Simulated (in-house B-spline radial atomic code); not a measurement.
# Cr⁹⁺: a scan of exact exchange under G0W0

Aim: vary the share of exact exchange in a PBE-based start for Cr⁹⁺ and follow the mean-field level, the G0W0 level and the RPA energy.

Program: an in-house B-spline radial atomic code, version 1. Level of theory: RPA, second order, AC-SOSEX and G0W0 (contour deformation) on a scalar-relativistic mean field, all electrons; no spin-orbit coupling, Breit or QED terms, no two-electron picture change. These are calculated values, not measurements, unless marked.

## 1. The atom as given

```
element                  : chromium (Z = 24)
charge                   : +9
electrons                : 15
configuration            : [Ne] 3s2 3p3
Hamiltonian              : scalar-relativistic (spin-free one-electron X2C), finite nucleus
shares of exact exchange : 0.00, 0.10, 0.20, 0.30, 0.40, 0.50, 0.60, 0.70, 0.80, 0.90, 1.00
```

The outer shells:

Cr9+
```
[Ne] core
3s [↑↓]
3p [↑ ][↑ ][↑ ]
```

## 2. 0 % exact exchange

The run's settings:

```ini
Z = 24
electrons = 15.0
configuration = [Ne] 3s2 3p3
hamiltonian = x2c
method = pbeh
lmax = 9
exact_exchange_fraction = 0.0
rms_radius = 3.6452
spin_polarised = True
box_radius = 7.11
intervals = 66
```

Launch:

```bash
$ python run_gw.py task.json out
```

The settings of every run stand in task.json; they run in order.

Further steps of the session: 10 % exact exchange; 20 % exact exchange; 30 % exact exchange; 40 % exact exchange; 50 % exact exchange; 60 % exact exchange; 70 % exact exchange; 80 % exact exchange; 90 % exact exchange; 100 % exact exchange.

Before running it: what results should come out? Wanted: highest level, mean field; highest level, G0W0; RPA correlation energy; RPA+SOSEX.

The runs gave:

| quantity | value |
| --- | --- |
| highest level, mean field (range over the runs) | -243.89 to -229.42 eV |
| highest level, G0W0 (range over the runs) | -243.32 to -242.88 eV |
| RPA correlation energy | -1.017 to -0.910 hartree |
| RPA+SOSEX | -0.6360 to -0.5732 hartree |
| semi-empirical ionisation energy (3p shell) | 244.50 ± 0.5 eV (NIST Atomic Spectra Database, ionization energies) |
| G0W0 removal energy less that value | -1.62 to -1.18 eV |

Across the starts the mean-field level varies by 14.5 eV and the G0W0 level by 0.44 eV (3.1 % as much). Without exact exchange the level is bound too weakly, and G0W0 lowers it by 13 eV. The correction changes sign near 96 % exact exchange, where the start's level already equals its G0W0 level. The RPA energy is largest in size at 0 % exact exchange and smallest at 100 % exact exchange, 11 % apart; over the runs it loosely follows the gap of the start, as smaller excitation energies give more correlation. Against the semi-empirical ionisation energy, 244.50 ± 0.5 eV, G0W0 is nearest at 100 % exact exchange (-1.2 eV) and farthest at 0 % exact exchange (-1.6 eV). Spin-orbit coupling is left out; in a half-filled shell it acts at second order, but the ion left behind splits at first order.
